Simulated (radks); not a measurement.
**Valence configurations of Pb⁺**

The task here is to estimate one member of a computed series from the others.

Method: Dirac Kohn-Sham, BLYP, spin-unpolarised, spherical densities, finite nucleus; open shells fill j = l - 1/2 first. Code: radks (a radial shooting solver on a logarithmic mesh, Libxc functionals) version 1.

**The system**

* element: lead (Z = 82)
* charge: +1
* electrons: 81
* configuration: [Hg] 6p1
* nuclear rms radius: 5.5012 fm
* others tried: [Xe] 4f14 5d9.5 6s2 6p1.5; [Xe] 4f12 5d10 6s2 6p3; [Xe] 4f14 5d10 6p3; [Xe] 4f13 5d9.5 6s2 6p2.5; [Xe] 4f14 5d9 6s2 6p2; [Xe] 4f12 5d9.5 6s2 6p3.5; [Xe] 4f14 5d10 6s1.5 6p1.5; [Xe] 4f14 5d8 6s2 6p3; [Xe] 4f14 5d10 6s1 6p2

The first run:

Settings of this run:

```text
Z 82
configuration [Hg] 6p1
relativity Dirac
functional b88,lyp
spin unpolarised
j_filling energy
nucleus finite rms 5.5012 fm
c 137.035999084
```

Steps of the session up to this table: [Hg] 6p1.

One of the session's tables, all rows but one given; the rest of the session is left out.

It belongs to the step «[Hg] 6p1». Sizes of the orbitals, from the radial functions (bohr):

```
level     <r>  outermost maximum (interpolated)  90 % within  nodes
4f7/2  0.4572                             0.352        0.726      0
5p1/2  0.9125                             0.828         1.32      3
5p3/2   1.005                             0.905         1.45      3
5d3/2   1.277                              1.05         1.94      2
5d5/2       ?                                 ?            ?      ?
6s1/2   2.262                              1.95         3.30      5
6p1/2   2.798                              2.33         4.18      4
6p3/2   3.152                              2.63         4.70      4
```

Estimate the missing values for 5d5/2.

As computed: <r>: 1.325; outermost maximum (interpolated): 1.09; 90 % within: 2.02; nodes: 2. In the column «<r>» it lies between 5d3/2 (1.277) and 6s1/2 (2.262).
